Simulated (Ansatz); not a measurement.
# ZrB+ (septet): from Hartree-Fock to the top rungs, def2-QZVPP

One table from this session's results is given with a row withheld; the runs are named, their logs left out.

Method: def2-QZVPP, core rule «outside noble gas», up to 5 orbitals frozen; program: Ansatz 0.2.0, Gaussian basis.

To be run: UHF; ROHF; CCSD(T) on UHF.

**The geometry**

The geometry is a PBE0/def2-TZVP stationary point (not a proven minimum) of the parent state, kept for this charge and spin. No spin-orbit coupling is included. Elements past krypton take def2 core potentials.

2 atoms, charge 1, spin multiplicity 7.

Atoms are counted from 1 here; the program's logs count them from 0.

Bond lengths: Zr1–B2 2.147 Å.

Set-up of the first run:

Contents of in.yaml:

```yaml
crystal:
  periodic: [false, false, false]
  atoms:
    - {symbol: Zr, position_ang: [0.000000, 0.000000, 0.000000]}
    - {symbol: B, position_ang: [0.000000, 0.000000, 2.147200]}
basis:
  gaussian: {orbitals: "def2-QZVPP.json"}
total_charge: 1
magnetization: {spin_polarized: true, initial_magnetization: 6}
hamiltonian: {xc: hf}
output: {orbitals: {seedname: orbitals}}
```

On the command line:

```sh
ansatz run in.yaml --threads 1 --pin off --events-out ev --progress --plain --max-ram 4096MiB --backend cpu
```

Among the steps run: UHF; ROHF; CCSD(T) on UHF.

One table of the session follows, with a row left open; its other results are not shown here.

| method | from UCCSD(T) (kcal/mol) |
| --- | --- |
| ROHF | +46.50 |
| UHF | ? |
| UMP2 | +10.81 |
| UCCSD | +1.78 |
| UCCSD(T) | 0 |

**Question.** Estimate the row for UHF.

The run gave: from UCCSD(T) (kcal/mol): +44.02. In the column «from UCCSD(T) (kcal/mol)» it lies between UMP2 (+10.81) and ROHF (+46.50).
